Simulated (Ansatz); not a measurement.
Here is an Ansatz 0.2.0 calculation.

File input.yaml:

```yaml
crystal:
  lattice:
    - [0.0, 2.1453865249, 6.5379233844]
    - [1.8181406, 0.0, 6.5379233844]
    - [1.8181406, 2.1453865249, 0.0]
  atoms:
    - { symbol: Pd, position: [-0.011458, 0.011719, -0.013871] }
    - { symbol: Nb, position: [0.662897, 0.659014, 0.34631] }
    - { symbol: Nb, position: [0.328708, 0.345681, 0.673924] }
kpoints:
  mp_grid: { grid: [10, 10, 10] }
scf:
  occupations: { method: fermi_dirac, width: 0.05 }
hamiltonian:
  xc: pbesol
  pseudopotentials: { kind: all_electron, lapw: { basis_error: 0.001 } }
output:
  forces: true
  stress: true
  eigenvalues: true
  populations: true
```

Potentials or basis: all-electron LAPW, scalar-relativistic.

The run is started by

```console
$ ansatz run input.yaml --threads 2 --pin off --max-ram 8192MiB --backend cpu --events-out ev --progress --plain --runs-dir out
```

**Question.** What does it give for the Loewdin charges?

**Answer.** Pd +0.80; Nb -0.24, -0.23 e.

**Question.** Predict the largest force.

**Answer.** 0.189 eV/Å.

Forces in eV/Å, atoms in the order of the input:
```
Pd   0.111  0.118 -0.099
Nb   0.027 -0.095  0.126
Nb  -0.137 -0.023 -0.028
```
